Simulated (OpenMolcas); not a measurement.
# doublet PbSe+ at 6 levels

We compute a comparison of 6 runs (U-r2SCAN/def2-TZVPP, UB3LYP/def2-TZVPP, UM06-2X/def2-TZVPP, UM06-L/def2-TZVPP, UPBE0/def2-TZVPP, USVWN5/def2-TZVPP) of doublet PbSe+. 

The calculation is run with OpenMolcas 26.06.

1 further run of the same task is left out (set aside as unsound or not needed).

## (1) The system as given

PbSe+: 2 atoms, total charge +1, spin state doublet. As SMILES of the parent species, `[Se][Pb]`. The coordinates come from a PBE0-D4/def2-TZVP relaxation. That shape belongs to the parent species and isn't relaxed for this state.

Bond lengths: Se1–Pb2 2.402 Å.

## (2) A single-point energy at U-r2SCAN/def2-TZVPP (core potential) (run 1)

test.input

```
&GATEWAY
 BasLib = $CurrDir
 Coord
 2
 angstrom
 Se       0.000000       0.000000      -0.004980
 Pb       0.000000       0.000000       2.397170
 Basis = def2-TZVPP
 Group = NoSym

&SEWARD
 GridInput
 Grid=UltraFine
 End of Grid

&SCF
 UHF
 Charge = 1
 Spin = 2
 KSDFT = 2
 1.0 MGGA_X_R2SCAN
 1.0 MGGA_C_R2SCAN
 Thresholds = 1e-10 1e-07 1e-07 1e-05
 PrOrbitals = 1 1
```

The basis set def2-TZVPP is read from a file made from the Basis Set Exchange's data (not shown).

Command:

```sh
export MOLCAS_MEM=1860
pymolcas test.input > test.log
```

The program printed:

```text
--- Start Module: gateway ---
[...]
--- Stop Module: gateway /rc=_RC_ALL_IS_WELL_ ---
--- Start Module: seward ---
[...]
      Basis functions           98
--- Stop Module: seward /rc=_RC_ALL_IS_WELL_ ---
[...]
--- Start Module: scf ---
[...]
       Convergence after  73 Iterations
[...]
::    Total KS-DFT energy                           -2594.2411453076
[...]
      Total spin, S                                     0.5035488626
[...]
      Total electronic charge=   55.000000
      Total            charge=    1.000000
[...]
      Dipole Moment (debye):
      Origin of the operator (angstrom)=    0.0000    0.0000    1.7304
                   X=  3.0511E-10               Y=  7.4340E-10               Z=  1.2828E+00           Total=  1.2828E+00
      Center of Charge (angstrom)
[...]
--- Stop Module: scf /rc=_RC_ALL_IS_WELL_ ---
[...]
```

It took 2.1 min on 1 thread of Arm Neoverse V1, shared host; peak memory 0.55 GiB.

## (3) The energy at UB3LYP/def2-TZVPP (core potential) (run 2)

test.input

```
>>> EXPORT MOLCAS_PRINT=2

&GATEWAY
  BasLib=$CurrDir
  Coord
  2
  angstrom
  Se       0.000000       0.000000      -0.004980
  Pb       0.000000       0.000000       2.397170
  Basis=def2-TZVPP
  Group=NoSym

&SEWARD
  GridInput
  Grid=UltraFine
  End of Grid

&SCF
  UHF
  Charge=1
  Spin=2
  KSDFT=B3LYP
  Thresholds=1e-10 1e-07 1e-07 1e-05
  PrOrbitals=1 1
```

The basis set def2-TZVPP is read from a file made from the Basis Set Exchange's data (not shown).

Command:

```sh
export MOLCAS_MEM=1860
pymolcas test.input > test.log
```

The program printed:

```text
--- Start Module: gateway ---
[...]
--- Stop Module: gateway /rc=_RC_ALL_IS_WELL_ ---
--- Start Module: seward ---
[...]
      Basis functions           98
--- Stop Module: seward /rc=_RC_ALL_IS_WELL_ ---
[...]
--- Start Module: scf ---
[...]
       Convergence after  27 Iterations
[...]
::    Total KS-DFT energy                           -2594.2682010579
[...]
      Total spin, S                                     0.5020205827
[...]
      Total electronic charge=   55.000000
      Total            charge=    1.000000
[...]
      Dipole Moment (debye):
      Origin of the operator (angstrom)=    0.0000    0.0000    1.7304
                   X=  1.2936E-15               Y=  6.9040E-16               Z=  1.2855E+00           Total=  1.2855E+00
      Center of Charge (angstrom)
[...]
--- Stop Module: scf /rc=_RC_ALL_IS_WELL_ ---
[...]
```

Run time: 34 s. Hardware: 1 thread of Arm Neoverse V1, shared host; peak memory 0.55 GiB.

Run 3 isn't shown in full; the table further down has it.

## (4) A single-point energy at UM06-L/def2-TZVPP (core potential) (run 4)

test.input

```
>>> EXPORT MOLCAS_PRINT=2

&gateway
 baslib
 $CurrDir
 coord
 2
 angstrom
 Se       0.000000       0.000000      -0.004980
 Pb       0.000000       0.000000       2.397170
 basis
 def2-TZVPP
 group
 NoSym

&seward
 gridinput
 Grid=UltraFine
 End of Grid

&scf
 uhf
 charge
 1
 spin
 2
 ksdft
 M06L
 thresholds
 1e-10 1e-07 1e-07 1e-05
 prorbitals
 1 1
```

The basis set def2-TZVPP is read from a file made from the Basis Set Exchange's data (not shown).

Command:

```sh
export MOLCAS_MEM=1860
pymolcas test.input > test.log
```

The program printed:

```text
--- Start Module: gateway ---
[...]
--- Stop Module: gateway /rc=_RC_ALL_IS_WELL_ ---
--- Start Module: seward ---
[...]
      Basis functions           98
--- Stop Module: seward /rc=_RC_ALL_IS_WELL_ ---
[...]
--- Start Module: scf ---
[...]
       Convergence after 159 Iterations
[...]
::    Total KS-DFT energy                           -2594.2108142923
[...]
      Total spin, S                                     0.5031248857
[...]
      Total electronic charge=   55.000000
      Total            charge=    1.000000
[...]
      Dipole Moment (debye):
      Origin of the operator (angstrom)=    0.0000    0.0000    1.7304
                   X= -3.5080E-08               Y= -4.2552E-08               Z=  1.1952E+00           Total=  1.1952E+00
      Center of Charge (angstrom)
[...]
--- Stop Module: scf /rc=_RC_ALL_IS_WELL_ ---
[...]
```

It took 4.5 min on 1 thread of Arm Neoverse V1, shared host; peak memory 0.55 GiB.

Run 5 isn't shown in full; the table further down has it.

## (5) A single-point energy at USVWN5/def2-TZVPP (core potential) (run 6)

job.input

```
* PbSe Kohn-Sham DFT

&GATEWAY
  BasLib
  $CurrDir
  Coord
  2
  bohr
  Se     0.00000000     0.00000000    -0.00941084
  Pb     0.00000000     0.00000000     4.52999477
  Basis
  def2-TZVPP
  Group
  NoSym

&SEWARD
  GridInput
  Grid=UltraFine
  End of Grid

&SCF
  UHF
  Charge
  1
  Spin
  2
  KSDFT
  SVWN5
  Thresholds
  1e-10 1e-07 1e-07 1e-05
  PrOrbitals
  1 1
```

The basis set def2-TZVPP is read from a file made from the Basis Set Exchange's data (not shown).

Command:

```sh
export MOLCAS_MEM=1860
pymolcas job.input > job.log
```

The program printed:

```text
--- Start Module: gateway ---
[...]
--- Stop Module: gateway /rc=_RC_ALL_IS_WELL_ ---
--- Start Module: seward ---
[...]
      Basis functions           98
--- Stop Module: seward /rc=_RC_ALL_IS_WELL_ ---
[...]
--- Start Module: scf ---
[...]
       Convergence after  29 Iterations
[...]
::    Total KS-DFT energy                           -2590.4968598385
[...]
      Total spin, S                                     0.5014469848
[...]
      Total electronic charge=   55.000000
      Total            charge=    1.000000
[...]
      Dipole Moment (debye):
      Origin of the operator (angstrom)=    0.0000    0.0000    1.7304
                   X=  6.8897E-14               Y= -1.7722E-14               Z=  9.3069E-01           Total=  9.3069E-01
      Center of Charge (angstrom)
[...]
--- Stop Module: scf /rc=_RC_ALL_IS_WELL_ ---
[...]
```

Run time: 22 s. Hardware: 1 thread of Arm Neoverse V1, shared host; peak memory 0.55 GiB.

## (6) Overview of the runs

```
run                                 level   energy (Eh)  HOMO energy (eV)  LUMO energy (eV)   ⟨S²⟩  wall time
  1  U-r2SCAN/def2-TZVPP (core potential)  -2594.241145            -12.17            -11.41  0.757    2.1 min
  2    UB3LYP/def2-TZVPP (core potential)  -2594.268201            -12.74            -11.03  0.754       34 s
  3   UM06-2X/def2-TZVPP (core potential)  -2594.067312            -13.77             -9.57  0.756    3.6 min
  4    UM06-L/def2-TZVPP (core potential)  -2594.210814            -11.89            -11.32  0.756    4.5 min
  5     UPBE0/def2-TZVPP (core potential)  -2593.881447            -12.91            -10.63  0.756       32 s
  6    USVWN5/def2-TZVPP (core potential)  -2590.496860            -12.23            -12.17  0.753       22 s
```

## (7) What came out

```
                                 quantity           value
                      run 6: total energy  -2590.49686 Eh
run 6: HOMO energy (highest over α and β)       -12.23 eV
 run 6: LUMO energy (lowest over α and β)       -12.17 eV
                              run 6: ⟨S²⟩           0.753
```

**Reading.** Totals of different functionals can't be ranked against each other. All runs together took 12 min, the longest 4.5 min.
